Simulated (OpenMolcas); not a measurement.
# Ir⁴⁺ among point charges: CASSCF and CASPT2 levels and susceptibility

Aim: the splitting of the states of Ir⁴⁺ in the field of 6 point charges, its lowest levels with spin-orbit coupling and its magnetic susceptibility.

Method: state-averaged CASSCF and CASPT2, spin-orbit coupling by RASSI with atomic mean-field integrals. Code: OpenMolcas 26.06.

## (1) Starting point

```
Species                           : Ir⁴⁺ (iridium, Z = 77, 73 electrons)
Basis                             : ANO-RCC-VDZP [7s6p4d2f], 59 functions
Scalar Hamiltonian                : DKH2, point nucleus
Inactive shells                   : 1s 2s 2p 3s 3p 3d 4s 4p 4d 4f 5s 5p
Active space                      : 5 electrons in 5 orbitals (5d)
Some configurations of this space : 5d5
Orbitals                          : optimised for each spin and parity, averaged over all roots
```

Outer shells as boxes (Hund's rule):

5d5
```
5d [↑ ][↑ ][↑ ][↑ ][↑ ]
```

The ion sits among 6 point charges of -0.85 e arranged as an octahedron (Oh), 2.23 Å from the ion.

The work runs as a chain of OpenMolcas steps in one folder; each step below is one input file. Labels, J, g values, rates, χT and fits are worked out afterwards by a script from the matrices that RASSI stores. The input lists half of the charges; inversion (Group=XYZ) makes the rest.

## (2) One- and two-electron integrals

a.inp reads:

```
&GATEWAY
Coord
1

Ir 0.0 0.0 0.0
Basis=ANO-RCC-VDZP
Group=XYZ
NoMove
AngMom=0.0 0.0 0.0
AMFI
XField
3 Angstrom 0
2.230000 0.000000 0.000000 -0.850000
0.000000 2.230000 0.000000 -0.850000
0.000000 0.000000 2.230000 -0.850000
&SEWARD
```

Launch:

```console
$ OMP_NUM_THREADS=1 MOLCAS_MEM=1689 MOLCAS_PROJECT=a pymolcas a.inp > a.log
```

## (3) Reference wave functions, sextets of even parity, 1 root

a.inp reads:

```
&RASSCF
FileOrb=start.orb
Symmetry=1
Spin=6
nActEl=5 0 0
Inactive=15 19
Ras2=5 0
CIRoot=1 1 1
SDav=1
CIMx=300
Iter=120 100
PrWF=0.3
OrbListing=Nothing
MaxOrb=0
>>> COPY $Project.JobIph JOB001
```

start.orb holds the contracted functions of the basis, ordered by shell, or the orbitals of the step before.

## (4) CASSCF: quartets of even parity, 24 roots

a.inp reads:

```
&RASSCF
FileOrb=start.orb
Symmetry=1
Spin=4
nActEl=5 0 0
Inactive=15 19
Ras2=5 0
CIRoot=24 24 1
SDav=24
CIMx=300
Iter=120 100
PrWF=0.3
OrbListing=Nothing
MaxOrb=0
>>> COPY $Project.JobIph JOB002
```

## (5) Reference wave functions, doublets of even parity, 75 roots

a.inp reads:

```
&RASSCF
FileOrb=start.orb
Symmetry=1
Spin=2
nActEl=5 0 0
Inactive=15 19
Ras2=5 0
CIRoot=75 75 1
SDav=75
CIMx=300
Iter=120 100
PrWF=0.3
OrbListing=Nothing
MaxOrb=0
>>> COPY $Project.JobIph JOB003
```

## (6) RASSI: spin-orbit coupling between the states

a.inp reads:

```
&RASSI
NrOfJobIphs=3 1 24 75
1
1 2 3 4 5 6 7 8 9 10 11 12 13 14 15 16 17 18 19 20 21 22 23 24
1 2 3 4 5 6 7 8 9 10 11 12 13 14 15 16 17 18 19 20 21 22 23 24 25 26 27
28 29 30 31 32 33 34 35 36 37 38 39 40 41 42 43 44 45 46 47 48 49 50 51
52 53 54 55 56 57 58 59 60 61 62 63 64 65 66 67 68 69 70 71 72 73 74 75
IphNames
JOB001
JOB002
JOB003
EJob
SpinOrbit
DIPRint=1.0
SOCoupling=1000.0
Subsets=2
Property=9
'ANGMOM' 1 'ANGMOM' 2 'ANGMOM' 3 'MLTPL  1' 1 'MLTPL  1' 2 'MLTPL  1' 3
'AMFI' 1 'AMFI' 2 'AMFI' 3
SOProperty=3
'ANGMOM' 1 'ANGMOM' 2 'ANGMOM' 3
```

## (7) CASPT2: IPEA 0.25, imaginary shift 0.1 (closed shells correlated: 5s 5p)

a.inp reads:

```
>>> COPY JOB001 $Project.JobIph
&CASPT2
Multistate=1 1
Frozen=14 16
IPEA=0.25
Imaginary=0.1
MaxIter=60
WThr=0.0 0.3 0.05
PrWF=0.5
NoMix
>>> COPY JOB002 $Project.JobIph
&CASPT2
Multistate=24 1 2 3 4 5 6 7 8 9 10 11 12 13 14 15 16 17 18 19 20 21 22
23 24
NoMult
Frozen=14 16
IPEA=0.25
Imaginary=0.1
MaxIter=60
WThr=0.0 0.3 0.05
PrWF=0.5
NoMix
>>> COPY JOB003 $Project.JobIph
&CASPT2
Multistate=75 1 2 3 4 5 6 7 8 9 10 11 12 13 14 15 16 17 18 19 20 21 22
23 24 25 26 27 28 29 30 31 32 33 34 35 36 37 38 39 40 41 42 43 44 45 46
47 48 49 50 51 52 53 54 55 56 57 58 59 60 61 62 63 64 65 66 67 68 69 70
71 72 73 74 75
NoMult
Frozen=14 16
IPEA=0.25
Imaginary=0.1
MaxIter=60
WThr=0.0 0.3 0.05
PrWF=0.5
NoMix
```

(Steps that only read results are left out.)

Before running it: what results should come out? Wanted: spin-free ground state; lowest level; next level.

The runs gave:

| quantity | value |
| --- | --- |
| method | SS-CASPT2, IPEA 0.25, imaginary shift 0.1 (closed shells correlated: 5s 5p) |
| spin-free ground state | 6A1, 1-fold in its orbital part |
| lowest level | 2-fold Γ7, g = 3.21, 3.21, 3.21 |
| next level | 45.4 cm⁻¹ |
| χT at 300 K | 4.07 cm³ K/mol |
| effective moment at 300 K | 5.71 μB |

Cost by method:

```
                                              method  time of its own steps  time with the reference
                                           A. CASSCF                   27 s                     27 s
B. SS-CASPT2, IPEA 0.25, imaginary shift 0.1, +5s 5p                  8.4 s                     36 s
```

Times are of one thread on a shared host.

What this shows: The spin-free ground state (6A1) comes to 100 % from free-ion S terms and keeps the highest spin of the shell. χT at 300 K is 4.07, against 4.39 cm³ K/mol for the spin alone, as a half-filled shell (L = 0) has no orbital moment. An active space of the d shell alone favours high spin; real ions in strong fields can be low spin. A ligand-field fit to the states below 45000 cm-1 gives 10Dq = 1937 cm-1, B = 805 cm-1 and C = 3459 cm-1 (C/B = 4.29), with a deviation of 670 cm-1. CASPT2 does not keep the components of a term degenerate, and the means are used. The field of point charges can differ much from that of real complexes. With metal d orbitals alone active, the gaps between spin states are rough; where two lie within a few thousand cm-1, their order is open. This is an electrostatic model: the charges have no orbitals.
